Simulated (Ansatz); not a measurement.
**CH₄FO₃V: how energies converge with the basis set**

The task here is to estimate one member of a computed series from the others.

The runs use Ansatz 0.2.0, Gaussian basis; one geometry, several basis sets.

The runs, in order: PBE0-D4/def2-SVP; ωB97M-V/def2-SVP; PBE0-D4/def2-QZVPP; ωB97M-V/def2-QZVPP; the functionals' def2-TZVPP values are taken from earlier runs.

### Structure used throughout

The geometry comes from an earlier relaxation with PBE0-D4 in a triple-zeta def2 set; it is a stationary point, not always the lowest conformer.

SMILES `C[O][V](=[O])([OH])[F]`, 10 atoms, charge 0, spin multiplicity 1.

Atoms are counted from 1 here; the program's logs count them from 0.

Bond lengths: C1–O2 1.404 Å, C1–H7 1.093 Å, C1–H8 1.094 Å, C1–H9 1.093 Å, O2–V3 1.731 Å, V3–O4 1.555 Å, V3–O5 1.760 Å, V3–F6 1.739 Å, O5–H10 0.961 Å. Angles: O2–C1–H7 109.0°, O2–C1–H8 111.0°, O2–C1–H9 109.0°, H7–C1–H8 109.5°, H7–C1–H9 109.0°, H8–C1–H9 109.4°, C1–O2–V3 135.0°, O2–V3–O4 107.6°, O2–V3–O5 109.7°, O2–V3–F6 109.9°, O4–V3–O5 109.3°, O4–V3–F6 109.7°, O5–V3–F6 110.6°, V3–O5–H10 121.5°.

The first run:

in.yaml reads:

```yaml
crystal:
  periodic: [false, false, false]
  atoms:
    - {symbol: C, position_ang: [-0.241615, -0.781662, -1.575929]}
    - {symbol: O, position_ang: [0.163639, -0.773257, -0.231692]}
    - {symbol: V, position_ang: [-0.082836, 0.285548, 1.115322]}
    - {symbol: O, position_ang: [-0.912925, 1.500782, 0.612065]}
    - {symbol: O, position_ang: [1.471078, 0.851244, 1.717525]}
    - {symbol: F, position_ang: [-0.957520, -0.544199, 2.368072]}
    - {symbol: H, position_ang: [0.645138, -0.802260, -2.214825]}
    - {symbol: H, position_ang: [-0.839304, 0.104104, -1.810066]}
    - {symbol: H, position_ang: [-0.835470, -1.680037, -1.762856]}
    - {symbol: H, position_ang: [1.672914, 1.788636, 1.785286]}
basis:
  gaussian: {orbitals: def2-SVP}
hamiltonian: {xc: pbe0, dispersion: d4}
output: {orbitals: {seedname: orbitals}}
```

Started as:

```sh
> ansatz run in.yaml --threads 2 --pin off --events-out ev --progress --plain --max-ram 32768MiB --backend cpu
```

Among the steps run: PBE0-D4 in def2-SVP; ωB97M-V in def2-SVP; PBE0-D4 in def2-QZVPP; ωB97M-V in def2-QZVPP.

One table of the session follows, with a row left open; its other results are not shown here.

It belongs to the step «Density functionals: the series». 

```
functional       basis  HOMO (eV)  LUMO (eV)
   PBE0-D4    def2-SVP      -8.98      -2.53
   PBE0-D4  def2-TZVPP      -9.13      -2.55
   PBE0-D4  def2-QZVPP      -9.14      -2.56
   ωB97M-V    def2-SVP          ?          ?
   ωB97M-V  def2-TZVPP     -11.47      -0.30
   ωB97M-V  def2-QZVPP     -11.49      -0.32
```

Q: Estimate the row for ωB97M-V, def2-SVP from the others.

The run gave: HOMO (eV): -11.29; LUMO (eV): -0.24. In the column «HOMO (eV)» it lies between ωB97M-V, def2-TZVPP (-11.47) and PBE0-D4, def2-QZVPP (-9.14).
